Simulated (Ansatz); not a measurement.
**CH3BO3S: up Jacob's ladder to CCSD(T)**

An exercise on one series of results from a longer session: the logs are not shown, and one member is left open.

Program: Ansatz 0.2.0, Gaussian basis. Level of theory: functionals in def2-TZVPP, the program's frozen cores in correlated methods. These are calculated values, not measurements.

Levels to be run: LDA (SPW92), PBE-D4, revPBE-D4, BLYP-D4, r2SCAN-D4, B97M-V, PBE0-D4, B3LYP-D4, r2SCANh-D4, r2SCAN0-D4, HSE06-D4, BHLYP-D4, CAM-B3LYP-D4, LC-ωPBE, ωB97X-V, ωB97M-V, B2PLYP, PBE-QIDH; CCSD(T)/def2-SVP; CCSD(T)/def2-TZVPP; MP2/def2-QZVPP; extrapolation to the limit; RPA on PBE.

### Structure used throughout

All runs share one geometry, relaxed beforehand with PBE0-D4 in a triple-zeta def2 set.

SMILES `O=COB(O)S`, 9 atoms, charge 0, spin multiplicity 1.

Atoms are counted from 1 here; the program's logs count them from 0.

Bond lengths: O1–C2 1.201 Å, C2–O3 1.332 Å, C2–H7 1.098 Å, O3–B4 1.413 Å, B4–O5 1.341 Å, B4–S6 1.807 Å, O5–H8 0.973 Å, S6–H9 1.342 Å. Angles: O1–C2–O3 126.0°, O1–C2–H7 123.4°, O3–C2–H7 110.6°, C2–O3–B4 123.0°, O3–B4–O5 123.3°, O3–B4–S6 113.7°, O5–B4–S6 123.0°, B4–O5–H8 110.2°, B4–S6–H9 94.0°.

The first run:

in.yaml

```yaml
crystal:
  periodic: [false, false, false]
  atoms:
    - {symbol: O, position_ang: [-0.146197, -0.744880, 1.959820]}
    - {symbol: C, position_ang: [-0.956514, -0.044613, 1.416837]}
    - {symbol: O, position_ang: [-0.872757, 0.431823, 0.176245]}
    - {symbol: B, position_ang: [0.218471, 0.160756, -0.680070]}
    - {symbol: O, position_ang: [1.264421, -0.598020, -0.321503]}
    - {symbol: S, position_ang: [0.073318, 0.933350, -2.307075]}
    - {symbol: H, position_ang: [-1.884773, 0.290906, 1.897439]}
    - {symbol: H, position_ang: [1.150724, -0.917748, 0.590028]}
    - {symbol: H, position_ang: [1.241706, 0.442025, -2.749022]}
basis:
  gaussian: {orbitals: def2-TZVPP}
hamiltonian: {xc: lda}
output: {orbitals: {seedname: orbitals}}
```

On the command line:

```
$ ansatz run in.yaml --threads 4 --pin off --events-out ev --progress --plain --max-ram 10444MiB
```

Among the steps run: LDA; PBE-D4 (GGA); revPBE-D4 (GGA); BLYP-D4 (GGA); r2SCAN-D4 (meta-GGA); B97M-V (meta-GGA); B3LYP-D4 (hybrid); r2SCANh-D4 (hybrid); r2SCAN0-D4 (hybrid); HSE06-D4 (hybrid); BHLYP-D4 (hybrid); CAM-B3LYP-D4 (range-separated); LC-ωPBE (range-separated); ωB97X-V (range-separated); ωB97M-V (range-separated); B2PLYP (double hybrid); PBE-QIDH (double hybrid).

One table of the session follows, with a row left open; its other results are not shown here.

It belongs to the step «Frontier levels by functional». 

```
  functional  HOMO (eV)  gap (eV)
 LDA (SPW92)      -6.78      4.26
      PBE-D4      -6.63      4.43
   revPBE-D4      -6.58      4.49
     BLYP-D4          ?         ?
   r2SCAN-D4      -6.92      4.97
      B97M-V      -6.99      5.18
     PBE0-D4      -7.86      6.76
    B3LYP-D4      -7.60      6.22
  r2SCANh-D4      -7.37      5.83
  r2SCAN0-D4      -8.05      7.11
    HSE06-D4      -7.46      5.97
    BHLYP-D4      -8.93      9.06
CAM-B3LYP-D4      -9.17      9.25
     LC-ωPBE     -10.58     11.92
     ωB97X-V     -10.21     11.50
     ωB97M-V     -10.03     11.22
```

**Question.** Estimate the row for BLYP-D4.

Worked estimate for «HOMO (eV)». Against the share of exact exchange, B3LYP-D4 (0.2, -7.60), BHLYP-D4 (0.5, -8.93) give a slope of -4.43 per unit share; at 0 the line stands at -6.71.

The run gave: HOMO (eV): -6.45; gap (eV): 4.36. In «HOMO (eV)» the line misses by -0.26.
